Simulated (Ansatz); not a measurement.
**CH6FNOSn: a ladder of functionals and wavefunction methods**

Aim: compute CH6FNOSn with functionals from several rungs and with coupled cluster. The yardstick is the atomisation energy at the CCSD(T) limit.

Computed with Ansatz 0.2.0, Gaussian basis. Level: functionals in def2-TZVPP, the program's frozen cores in correlated methods.

Plan: LDA (SPW92), PBE-D4, revPBE-D4, BLYP-D4, r2SCAN-D4, B97M-V, PBE0-D4, B3LYP-D4, r2SCANh-D4, r2SCAN0-D4, HSE06-D4, BHLYP-D4, CAM-B3LYP-D4, LC-ωPBE, ωB97X-V, ωB97M-V, B2PLYP, PBE-QIDH; CCSD(T)/def2-SVP; CCSD(T)/def2-TZVPP; MP2/def2-QZVPP; extrapolation to the limit; RPA on PBE.

### 1 Structure used throughout

The geometry comes from an earlier relaxation with PBE0-D4 in a triple-zeta def2 set; it is a stationary point, not always the lowest conformer. Sn takes the def2 core potential; no spin-orbit term is included.

SMILES `[CH3][Sn]([NH2])([OH])[F]`, 11 atoms, charge 0, spin multiplicity 1.

Atoms are counted from 1 here; the program's logs count them from 0.

Bond lengths: C1–Sn2 2.112 Å, C1–H6 1.089 Å, C1–H7 1.089 Å, C1–H8 1.089 Å, Sn2–N3 2.000 Å, Sn2–O4 1.952 Å, Sn2–F5 1.936 Å, N3–H9 1.011 Å, N3–H10 1.012 Å, O4–H11 0.961 Å. Angles: Sn2–C1–H6 109.8°, Sn2–C1–H7 108.8°, Sn2–C1–H8 109.1°, H6–C1–H7 109.7°, H6–C1–H8 109.6°, H7–C1–H8 109.9°, C1–Sn2–N3 115.4°, C1–Sn2–O4 114.6°, C1–Sn2–F5 107.4°, N3–Sn2–O4 105.3°, N3–Sn2–F5 111.2°, O4–Sn2–F5 102.1°, Sn2–N3–H9 115.2°, Sn2–N3–H10 113.1°, H9–N3–H10 108.6°, Sn2–O4–H11 111.6°.

Coordinates:

| atom | x (Å) | y (Å) | z (Å) |
| --- | --- | --- | --- |
| C1 | -1.30175 | 1.14585 | -0.47555 |
| Sn2 | 0.20553 | -0.11278 | 0.30188 |
| N3 | 1.34149 | -1.03537 | -1.06177 |
| O4 | -0.44411 | -1.53085 | 1.47510 |
| F5 | 1.28373 | 0.94991 | 1.50904 |
| H6 | -0.88346 | 1.78756 | -1.25020 |
| H7 | -1.69871 | 1.75835 | 0.33256 |
| H8 | -2.09581 | 0.53165 | -0.89873 |
| H9 | 1.90629 | -0.42407 | -1.63618 |
| H10 | 1.94015 | -1.74765 | -0.66433 |
| H11 | -0.18796 | -1.37970 | 2.38877 |

### 2 LDA

This LDA is Slater exchange with PW92 correlation.

The input, in.yaml:

```yaml
crystal:
  periodic: [false, false, false]
  atoms:
    - {symbol: C, position_ang: [-1.301750, 1.145849, -0.475551]}
    - {symbol: Sn, position_ang: [0.205528, -0.112780, 0.301881]}
    - {symbol: N, position_ang: [1.341492, -1.035374, -1.061773]}
    - {symbol: O, position_ang: [-0.444108, -1.530845, 1.475104]}
    - {symbol: F, position_ang: [1.283730, 0.949907, 1.509037]}
    - {symbol: H, position_ang: [-0.883461, 1.787561, -1.250196]}
    - {symbol: H, position_ang: [-1.698712, 1.758354, 0.332561]}
    - {symbol: H, position_ang: [-2.095807, 0.531648, -0.898729]}
    - {symbol: H, position_ang: [1.906288, -0.424065, -1.636181]}
    - {symbol: H, position_ang: [1.940153, -1.747655, -0.664325]}
    - {symbol: H, position_ang: [-0.187955, -1.379699, 2.388771]}
basis:
  gaussian: {orbitals: def2-TZVPP}
hamiltonian: {xc: lda}
output: {orbitals: {seedname: orbitals}}
```

The run is started by

```console
> ansatz run in.yaml --threads 4 --pin off --events-out ev --progress --plain --max-ram 10444MiB
```

After this run come: PBE-D4 (GGA); revPBE-D4 (GGA); BLYP-D4 (GGA); r2SCAN-D4 (meta-GGA); B97M-V (meta-GGA); B3LYP-D4 (hybrid); r2SCANh-D4 (hybrid); r2SCAN0-D4 (hybrid); HSE06-D4 (hybrid); BHLYP-D4 (hybrid); CAM-B3LYP-D4 (range-separated); LC-ωPBE (range-separated); ωB97X-V (range-separated); ωB97M-V (range-separated); B2PLYP (double hybrid); PBE-QIDH (double hybrid); CCSD(T) in def2-SVP; CCSD(T) in def2-TZVPP; MP2 in def2-QZVPP; RPA on PBE orbitals.

Before running them: what should the planned runs give, taken together? Wanted: atomisation energy, CCSD(T)/CBS; farthest beyond LDA; mean size of error, GGA; mean size of error, meta-GGA; mean size of error, hybrid; mean size of error, range-separated; mean size of error, double hybrid; gap, smallest and largest; T1 diagnostic.

As calculated:

```
                               quantity                                                    value
        atomisation energy, CCSD(T)/CBS                                            3863.3 kJ/mol
 functionals within 38.6 kJ/mol (1.0 %)  PBE-D4, BLYP-D4, B97M-V, CAM-B3LYP-D4, ωB97X-V, ωB97M-V
                    farthest beyond LDA                                 BHLYP-D4 (-199.1 kJ/mol)
                mean size of error, GGA                                              48.4 kJ/mol
           mean size of error, meta-GGA                                              40.1 kJ/mol
             mean size of error, hybrid                                             103.4 kJ/mol
    mean size of error, range-separated                                              32.8 kJ/mol
      mean size of error, double hybrid                                              92.2 kJ/mol
              gap, smallest and largest                    4.59 eV (BLYP-D4), 12.34 eV (LC-ωPBE)
                          T1 diagnostic                                                   0.0129
triples share of the correlation energy                                                    3.3 %
```

**Reading.** LDA overbinds by 550.1 kJ/mol (14 %). PBE-D4 misses by +32.3 kJ/mol. Double hybrids carry the basis error of their MP2 part in triple zeta, and no dispersion term here, so their miss is partly the set-up's. Taken by rung, range-separated functionals do best (32.8 kJ/mol on average) and hybrid ones worst beyond LDA (103.4 kJ/mol). double hybrid functionals lie within the reference's doubt of that worst mean (92.2 kJ/mol), so those two tie. The gap between the best rungs is small, so their order is not settled. The mean of the hybrids holds BHLYP, with half exact exchange. Misses under about 38.6 kJ/mol are within the doubt on the reference itself, which lacks core-valence correlation, spin-orbit coupling and higher excitations, and its outer-core shells are covered unevenly. All levels share the lack of spin-orbit coupling, which lowers the free heavy atoms and so the true binding. Hartree-Fock recovers 67 % of the binding; the rest is correlation. CCSD(T) in def2-SVP is off by -342.4 kJ/mol, which most functionals beat. Orbital gaps span 4.6 to 12.3 eV; exact exchange widens them. Correlated methods include outer-core shells of Sn, which these sets cover unevenly.
